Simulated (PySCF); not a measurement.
**TiOF₂: structure of the singlet**

The task is one start of a wider search on TiOF₂: the singlet, from a B3LYP minimum start. It is relaxed, tested by its Hessian and followed downhill if it is a saddle.

The runs use PySCF 2.14.0; B3LYP, basis Ti def2-SVP, O def2-SVP, F def2-SVP, no relativity, density fitting.

## 1. The system as given

4 atoms, charge 0, spin multiplicity 1.

Bond lengths: Ti1–O2 1.594 Å, Ti1–F3 1.779 Å, Ti1–F4 1.779 Å. Angles: O2–Ti1–F3 114.7°, O2–Ti1–F4 114.7°, F3–Ti1–F4 125.9°.

Coordinates in bohr (charge 0 multiplicity 1):
```
Ti   -0.2198   -0.0678    0.0000
O     0.0000   -3.0714    0.0000
F     0.2774    1.3785   -2.9937
F     0.2774    1.3785    2.9937
```

## 2. The SCF at the typed geometry

One driver script runs all steps and calls PySCF; scf.py shows how it sets up the SCF of each step. The optimiser is the driver's own. After this first run the driver tries any further starts and a stability analysis.

File scf.py:

```python
from pyscf import gto, scf, dft
mol = gto.M(atom='''
Ti    -0.116320    -0.035880     0.000000
O     -0.000000    -1.625330     0.000000
F      0.146790     0.729460    -1.584200
F      0.146790     0.729460     1.584200''',
    basis={'Ti': 'def2-SVP', 'O': 'def2-SVP', 'F': 'def2-SVP'},
    charge=0, spin=0)
mf = dft.RKS(mol, xc='B3LYP')
mf.grids.atom_grid = (50, 194)
aux = {'Ti': 'def2-universal-JKFIT', 'O': 'def2-universal-JKFIT', 'F': 'def2-universal-JKFIT'}
mf = mf.density_fit(auxbasis=aux)
mf.conv_tol = 1e-08
mf.diis_space = 10
mf.max_cycle = 60
mf.init_guess = 'minao'
mf.verbose = 4
mf.kernel()
```

Launch:

```sh
$ OMP_NUM_THREADS=2 python axn.py task.json out
```

The log of the run:

```text
init E= -1123.99325436995
  HOMO = -0.491312058634527  LUMO = -0.167417461278732  gap/eV = 8.81362
cycle= 1 E= -1123.66654333591  delta_E= 0.327  |g|= 1.64  |ddm|= 2.74
  HOMO = -0.256099872276166  LUMO = -0.228684879607839  gap/eV = 0.74600
cycle= 2 E= -1107.89644670261  delta_E= 15.8  |g|=  7.9  |ddm|= 4.74
  HOMO = -0.22964781275113  LUMO = -0.10206810805392  gap/eV = 3.47162
cycle= 3 E= -1124.07826587201  delta_E= -16.2  |g|= 0.99  |ddm|= 4.14
  HOMO = -0.351582619489391  LUMO = -0.174784661759737  gap/eV = 4.81092
cycle= 4 E= -1124.20833864931  delta_E= -0.13  |g|= 0.391  |ddm|= 0.521
  HOMO = -0.332228473746791  LUMO = -0.14772222848199  gap/eV = 5.02067
cycle= 5 E= -1124.22817451636  delta_E= -0.0198  |g|= 0.248  |ddm|= 0.129
  HOMO = -0.339396313348701  LUMO = -0.142309443309668  gap/eV = 5.36301
cycle= 6 E= -1124.2368374093  delta_E= -0.00866  |g|= 0.131  |ddm|= 0.101
  HOMO = -0.337046662363143  LUMO = -0.134632685892894  gap/eV = 5.50796
cycle= 7 E= -1124.24008619616  delta_E= -0.00325  |g|= 0.00644  |ddm|= 0.0734
  HOMO = -0.337203894736749  LUMO = -0.13459912424625  gap/eV = 5.51316
cycle= 8 E= -1124.24009346349  delta_E= -7.27e-06  |g|= 0.000849  |ddm|= 0.00369
  HOMO = -0.337205735336108  LUMO = -0.134632299930029  gap/eV = 5.51230
cycle= 9 E= -1124.24009358348  delta_E= -1.2e-07  |g|= 0.000244  |ddm|= 0.000576
  HOMO = -0.337211789237104  LUMO = -0.134648573809298  gap/eV = 5.51203
cycle= 10 E= -1124.24009359516  delta_E= -1.17e-08  |g|= 5.72e-05  |ddm|= 0.000139
  HOMO = -0.337212639532787  LUMO = -0.134652005007859  gap/eV = 5.51196
cycle= 11 E= -1124.24009359586  delta_E= -6.99e-10  |g|= 1.48e-05  |ddm|= 4e-05
  HOMO = -0.33720904838593  LUMO = -0.134654237847292  gap/eV = 5.51180
Extra cycle  E= -1124.2400935952  delta_E= 6.55e-10  |g|= 5.99e-05  |ddm|= 4.07e-05
converged SCF energy = -1124.2400935952
```

This step, with its further starts and checks, ran for 2.7 s (2 threads of Arm Neoverse V2, shared host).

No lower closed-shell solution turned up in the test of internal stability.

## 3. Relaxation: B3LYP minimum start, singlet

The program finds Cs symmetry in the start, which this walk keeps. The walk stops when the largest gradient is under 0.0003 Eh/bohr and the energy has settled too.

scf.py: that of step 2 with these lines changed.

```diff
@@ -3,4 +3,4 @@
-Ti    -0.116320    -0.035880     0.000000
-O     -0.000000    -1.625330     0.000000
-F      0.146790     0.729460    -1.584200
-F      0.146790     0.729460     1.584200''',
+Ti    -0.116322    -0.035878     0.000000
+O     -0.000002    -1.625328     0.000000
+F      0.146788     0.729462    -1.584200
+F      0.146788     0.729462     1.584200''',
@@ -16 +15,0 @@
-mf.init_guess = 'minao'
```

The optimiser's trace:

```csv
step,energy (Eh),change (kJ/mol),largest symmetric gradient (Eh/bohr)
0,-1124.240094,0.00,0.00020
```

The walk took 0.9 s.

Positions (Å) and forces (eV/Å) along the way:

```
step 0
Ti  -0.116  -0.036   0.000   0.003   0.010   0.000
O    0.000  -1.625   0.000   0.007  -0.007   0.000
F    0.147   0.729  -1.584  -0.005  -0.001  -0.002
F    0.147   0.729   1.584  -0.005  -0.001   0.002
```

After 0 steps and 0.0 kJ/mol it ends at Cs: Ti–F 1.779 Å (×2), Ti–O 1.594 Å; F–Ti–F 125.9°, F–Ti–O 114.7° (×2).

## 4. Vibrations and properties at this point

On the finer grid the gradient is checked again; gradients at displacements of ±0.02 bohr then give force constants and infrared intensities.

scf.py: that of step 3 with these lines changed.

```diff
@@ -3,4 +3,4 @@
-Ti    -0.116322    -0.035878     0.000000
-O     -0.000002    -1.625328     0.000000
-F      0.146788     0.729462    -1.584200
-F      0.146788     0.729462     1.584200''',
+Ti    -0.116038    -0.035740     0.000000
+O     -0.000079    -1.625314     0.000000
+F      0.146683     0.729386    -1.584017
+F      0.146683     0.729386     1.584017''',
@@ -10 +10 @@
-mf.grids.atom_grid = (50, 194)
+mf.grids.atom_grid = (75, 302)
@@ -13 +13 @@
-mf.conv_tol = 1e-08
+mf.conv_tol = 1e-10
```

This SCF starts from the last density.

SCF at the final geometry:

```text
init E= -1124.24002923442
  HOMO = -0.337148457641986  LUMO = -0.134617859162863  gap/eV = 5.51114
cycle= 1 E= -1124.24002923417  delta_E= 2.51e-10  |g|= 3.75e-05  |ddm|= 2.5e-05
  HOMO = -0.337140114994773  LUMO = -0.134624079098811  gap/eV = 5.51074
cycle= 2 E= -1124.24002922962  delta_E= 4.55e-09  |g|= 0.000157  |ddm|= 0.000103
  HOMO = -0.337146750508592  LUMO = -0.134618940122492  gap/eV = 5.51106
cycle= 3 E= -1124.24002923444  delta_E= -4.82e-09  |g|= 3.35e-06  |ddm|= 8.31e-05
  HOMO = -0.337146849649028  LUMO = -0.134619057639755  gap/eV = 5.51106
cycle= 4 E= -1124.24002923444  delta_E= -4.09e-12  |g|= 1.36e-07  |ddm|= 1.96e-06
  HOMO = -0.337146833127468  LUMO = -0.134619010406993  gap/eV = 5.51106
Extra cycle  E= -1124.24002923444  delta_E= 1.82e-12  |g|= 4e-07  |ddm|= 3.14e-07
converged SCF energy = -1124.24002923444
```

The whole step took 25 s.

Geometry: Cs; Ti–F 1.779 Å (×2), Ti–O 1.594 Å; F–Ti–F 125.9°, F–Ti–O 114.7° (×2).

Harmonic modes (main isotopes):

```tsv
symmetry	ω (cm⁻¹)	IR (km/mol)	type
a'	74	107	bend
a'	211	11.8	bend
a''	281	4.5	bend
a'	704	63.1	stretch
a''	816	235	stretch
a'	1123	206	stretch
```

No imaginary mode, so this is a minimum.

Properties at this point:

- Dipole moment: 2.10 D
- Highest occupied level: -9.17 eV
- Lowest empty level: -3.66 eV
- Rotational constants: 0.2634, 0.1747, 0.1066 cm⁻¹
- Zero-point energy: 19.2 kJ/mol
- Principal polarisabilities: 13.8, 25.7, 29.1 bohr³
- Atomisation energy without zero-point energy: 1846 kJ/mol
- Principal traceless quadrupole moments about the centre of mass: -6.56, -4.61, 11.17 D Å
- Entropy at 298.15 K and 1 bar: 306.5 J/(mol K)
- Heat capacity Cp at 298.15 K: 63.4 J/(mol K)
- Enthalpy at 298.15 K above 0 K: 15.12 kJ/mol
- Rotational symmetry number: 1

Populations by atom (charges in e):

```tsv
atom	Mulliken	Löwdin	polar tensor	Mayer order to Ti1
Ti1	1.21	0.53	2.19	–
O2	-0.39	-0.13	-0.79	2.25
F3,4	-0.41	-0.20	-0.70	0.98
```

Mulliken populations on Ti1: s 6.10, p 12.40, d 2.22, f 0.07.

## 5. Outcome

```
                                 quantity                                                               value
                                  minimum                                                         singlet, Cs
                                 geometry  Ti–F 1.779 Å (×2), Ti–O 1.594 Å; F–Ti–F 125.9°, F–Ti–O 114.7° (×2)
                       wavenumbers (cm⁻¹)        74 (a'), 211 (a'), 281 (a''), 704 (a'), 816 (a''), 1123 (a')
                            dipole moment                                                              2.10 D
     highest occupied, lowest empty level                                                     -9.17, -3.66 eV
               polar-tensor charge of Ti1                                                             +2.19 e
                        zero-point energy                                                         19.2 kJ/mol
                      entropy at 298.15 K                                                     306.5 J/(mol K)
atomisation energy (no zero-point energy)                                                         1846 kJ/mol
```

In words: The B3LYP minimum start keeps its Cs symmetry and ends in a minimum. In the infrared the band at 816 cm⁻¹ (a'', stretch) leads. Only this shape and spin were tried, so other structures or states may lie lower. Whether spin polarisation would lower the closed shell was not checked.

The search up to here took 28 s.
